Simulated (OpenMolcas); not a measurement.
# UHF/pc-2 (Cholesky decomposition, electric field 0.005 a.u., field axis y) run of SiHClOF (SMILES [O][SiH](F)Cl)

What is the energy change on altering one bond length of SiHClOF at UHF/pc-2 (Cholesky decomposition, electric field 0.005 a.u., field axis y)? 

Program for the calculation: OpenMolcas 26.06.

15 further runs of the same task are left out: 4 that didn't finish, 11 set aside as unsound or not needed.

## (1) Starting point

SiHClOF has 5 atoms, charge 0, and is taken as a doublet. SMILES: `[O][SiH](F)Cl`. The coordinates come from a GFN2-xTB relaxation.

Bond lengths: O1–Si2 1.516 Å, Si2–F3 1.602 Å, Si2–Cl4 2.081 Å, Si2–H5 1.491 Å. Angles: O1–Si2–F3 121.6°, O1–Si2–Cl4 121.7°, F3–Si2–Cl4 102.1°, O1–Si2–H5 114.7°, F3–Si2–H5 101.3°, Cl4–Si2–H5 89.3°.

## (2) The energy at UHF/pc-2 (Cholesky decomposition, electric field 0.005 a.u., field axis y)

The input, mol.xyz:

```xyz
5

O     -1.464260     0.870400     0.290780
Si    -0.136370     0.161930     0.107360
F      1.013460     0.234270     1.220380
Cl    -0.030480    -1.825310    -0.501890
H      0.617640     0.558710    -1.116630
```

The input, test.inp:

```
* ClFHOSi Hartree-Fock

&GATEWAY
  Coord=mol.xyz
  Basis=pc-2
  Group=Full

&SEWARD
  Low

&FFPT
  Dipole
  Y -0.005

&SCF
  UHF
  Spin=2
  PrOrbitals=1 1
```

Launch:

```console
$ export MOLCAS_MEM=1860
$ pymolcas test.inp > test.log
```

The program printed:

```text
--- Start Module: gateway ---
[...]
--- Stop Module: gateway /rc=_RC_ALL_IS_WELL_ ---
[...]
      Basis functions          142
[...]
--- Start Module: ffpt ---
[...]
--- Stop Module: ffpt /rc=_RC_ALL_IS_WELL_ ---
--- Start Module: scf ---
[...]
       Convergence after  29 Iterations
[...]
::    Total SCF energy                               -923.4981979593
[...]
      Total spin, S                                     0.5042287124
[...]
      Total electronic charge=   49.000000
      Total            charge=   -0.000000
[...]
      Dipole Moment (debye):
      Origin of the operator (angstrom)=   -0.0851   -0.4079    0.1229
                   X= -1.0715E+00               Y=  1.7248E+00               Z=  5.9574E-02           Total=  2.0314E+00
      Quadrupole Moment (debye*angstrom):
[...]
--- Stop Module: scf /rc=_RC_ALL_IS_WELL_ ---
[...]
```

Run time: 29 s. Hardware: 1 thread of Arm Neoverse V1, shared host.

## (3) The distorted shape, same level

The input, mol.xyz:

```xyz
5

O     -1.841254     0.672016     0.902758
Si    -0.513364    -0.036454     0.719338
F      0.636466     0.035886     1.832358
Cl    -0.407474    -2.023694     0.110088
H      0.617640     0.558710    -1.116630
```

test.inp is that of step 2.

Launch:

```console
$ export MOLCAS_MEM=1860
$ pymolcas test.inp > test.log
```

The program printed:

```text
--- Start Module: gateway ---
[...]
--- Stop Module: gateway /rc=_RC_ALL_IS_WELL_ ---
[...]
      Basis functions          142
[...]
--- Start Module: ffpt ---
[...]
--- Stop Module: ffpt /rc=_RC_ALL_IS_WELL_ ---
--- Start Module: scf ---
[...]
       Convergence after  35 Iterations
[...]
::    Total SCF energy                               -923.4296196878
[...]
      Total spin, S                                     0.6476769005
[...]
      Total electronic charge=   49.000000
      Total            charge=   -0.000000
[...]
      Dipole Moment (debye):
      Origin of the operator (angstrom)=   -0.4583   -0.6043    0.7287
                   X=  8.1267E-01               Y=  6.8464E-01               Z= -8.5668E-01           Total=  1.3649E+00
      Quadrupole Moment (debye*angstrom):
[...]
--- Stop Module: scf /rc=_RC_ALL_IS_WELL_ ---
[...]
```

Wall time 33 s (1 thread of Arm Neoverse V1, shared host).

## (4) What came out

Level: UHF/pc-2 (Cholesky decomposition, electric field 0.005 a.u., field axis y).

| quantity | value |
| --- | --- |
| first shape: total energy | -923.49820 Eh |
| first shape: ⟨S²⟩ | 0.758 |
| distorted shape: total energy | -923.42962 Eh |
| distorted shape: ⟨S²⟩ | 1.067 |
| energy change with the Si2–H5 bond stretched from 1.491 to 2.237 Å | 1.866 eV |

With the Si2–H5 bond stretched from 1.491 to 2.237 Å the energy rises by 1.87 eV (180 kJ/mol). The first shape isn't relaxed at this level, so the change isn't measured from a minimum. ⟨S²⟩ (distorted shape) is 1.07 where a pure doublet has 0.75: the reference is spin-contaminated.
